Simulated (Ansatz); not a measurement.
# HfN: the cost of one run

Computed with Ansatz 0.2.0 (DFT r2SCAN, scalar-relativistic, plane waves, PAW, unless a step's input says otherwise).

## 1. The starting structure

It takes space group P4/mmm (No. 123, tetragonal). Conventional cell: a = 2.618 Å, b = 2.618 Å, c = 3.431 Å, α = 90.00°, β = 90.00°, γ = 90.00°. Hf (site symmetry 4/mmm) has 8 N at 2.52 Å and 4 Hf at 2.62 Å as nearest neighbours. N (site symmetry 4/mmm) is surrounded by 8 Hf at 2.52 Å.

Structure file:

```cif
data_structure
_symmetry_space_group_name_H-M 'P 1'
_symmetry_Int_Tables_number 1
_cell_length_a 2.6178
_cell_length_b 2.6178
_cell_length_c 3.4311
_cell_angle_alpha 90.000
_cell_angle_beta 90.000
_cell_angle_gamma 90.000
_cell_volume 23.51
loop_
_atom_site_label
_atom_site_type_symbol
_atom_site_fract_x
_atom_site_fract_y
_atom_site_fract_z
_atom_site_occupancy
Hf1 Hf 0.50000 0.50000 0.50000 1
N1 N 0.00000 0.00000 0.00000 1
```

This is candidate A: CuAu (L1_0) type (P4/mmm, No. 123).

(A quick probe on a coarse mesh, which set the mesh and smearing, is not shown.)

## 3. The relaxation (candidate A)

Contents of input.yaml:

```yaml
crystal:
  lattice:
    - [2.6177663832, 0.0, 0.0]
    - [0.0, 2.6177663832, 0.0]
    - [0.0, 0.0, 3.4311437951]
  atoms:
    - { symbol: Hf, position: [0.5, 0.5, 0.5] }
    - { symbol: "N", position: [0.0, 0.0, 0.0] }
basis:
  ecutwfc: 500
kpoints:
  mp_grid: { grid: [22, 22, 16] }
hamiltonian:
  xc: r2scan
scf:
  occupations: { method: gaussian, width: 0.1 }
output:
  forces: true
  stress: true
  eigenvalues: true
relax:
  adjacent_minimum: "off"
  f_tol: 0.01
  max_steps: 80
  cell: { stress_tol: 0.05 }
```

The run is started by

```bash
$ ansatz run input.yaml --threads 1 --pin off --max-ram 3072MiB --backend cpu --events-out ev --progress --plain --runs-dir out
```

What time and memory should one allow on 1 thread of Intel Xeon 6975P-C (Granite Rapids), shared host?

About 3.3 min, with a peak of 0.73 GiB.
